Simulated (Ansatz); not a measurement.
# Si3N2: the cost of one run

Computed with Ansatz 0.2.0 (DFT PBE, scalar-relativistic, plane waves, PAW, unless a step's input says otherwise).

## (1) Starting point

The structure is hexagonal, space group P-62m (No. 189). Conventional cell: a = 3.811 Å, b = 3.811 Å, c = 5.231 Å, α = 90.00°, β = 90.00°, γ = 120.00°. Around Si (site symmetry m2m) lie 1 N at 1.53 Å. N (site symmetry -62m) has 3 Si at 1.53 Å in its first shell of neighbours. N (site symmetry -62m) is surrounded by 2 N at 2.62 Å.

Structure file:

```
CELL_PARAMETERS angstrom
3.81079 0.00000 0.00000
-1.90540 3.30024 0.00000
0.00000 0.00000 5.23054
ATOMIC_POSITIONS crystal
Si 0.59932 0.00000 0.00000
Si 0.00000 0.59932 0.00000
Si 0.40068 0.40068 0.00000
N 0.00000 0.00000 0.00000
N 0.00000 0.00000 0.50000
```

A structure generator made this guess: random cell by space group and Wyckoff sites (P-62m, No. 189). Lengths come from tabulated atomic sizes and are only a guess.

## (2) A first look at the guess

input.yaml reads:

```yaml
crystal:
  lattice:
    - [3.81079443, 0.0, 0.0]
    - [-1.90539721, 3.30024478, 0.0]
    - [0.0, 0.0, 5.23054394]
  atoms:
    - { symbol: Si, position: [0.59931573, 0.0, 0.0] }
    - { symbol: Si, position: [0.0, 0.59931573, 0.0] }
    - { symbol: Si, position: [0.40068427, 0.40068427, 0.0] }
    - { symbol: "N", position: [0.0, 0.0, 0.0] }
    - { symbol: "N", position: [0.0, 0.0, 0.5] }
basis:
  ecutwfc: 420
kpoints:
  mp_grid: { grid: [6, 6, 4] }
hamiltonian:
  xc: pbe
scf:
  occupations: { method: gaussian, width: 0.1 }
  lower_state_search: "off"
output:
  forces: true
  stress: true
  eigenvalues: true
```

Started as:

```console
> ansatz run input.yaml --threads 1 --pin off --max-ram 2560MiB --backend cpu --events-out ev --progress --plain --runs-dir out
```

What time and memory should one allow on 1 thread of Intel Xeon at 2.50GHz (Skylake/Cascade Lake), shared host?

About 5.1 s, with a peak of 0.34 GiB.
